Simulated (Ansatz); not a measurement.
GaGe in Ansatz: the effect of functional

GaGe:

```
Ge Ga
1.0
     0.00000    2.85868    2.85868
     2.85868    0.00000    2.85868
     2.85868    2.85868    0.00000
Ge Ga
1 1
Cartesian
  0.0000 0.0000 0.0000
  1.4293 1.4293 1.4293
```

The cell comes from a database or a generator and needn't be the stable form of this composition.

The cell isn't the ideal one: volume scaled by 0.96.

Alike in all runs:

| Item | Value |
| --- | --- |
| Program | Ansatz 0.2.0 |
| Task | single point |
| Potentials or basis | Ansatz PAW |
| k mesh | 8 × 8 × 8 |
| Occupations | fermi-dirac, width 0.05 eV |
| Spin | no spin polarisation |

```csv
functional,cutoff,pressure (GPa)
LDA,420 eV (not typed: the program's choice for these potentials),?
PBEsol,420 eV (not typed: the program's choice for these potentials),-0.4
r2SCAN,500 eV (not typed: the program's choice for these potentials),0.0
```

Q: What does the run with functional LDA give?

A: Pressure -2.3 GPa.

Caveats: the PAW data sets come from PBE, with cores solved anew for the run's functional, which leaves a small shift of forces and pressure.
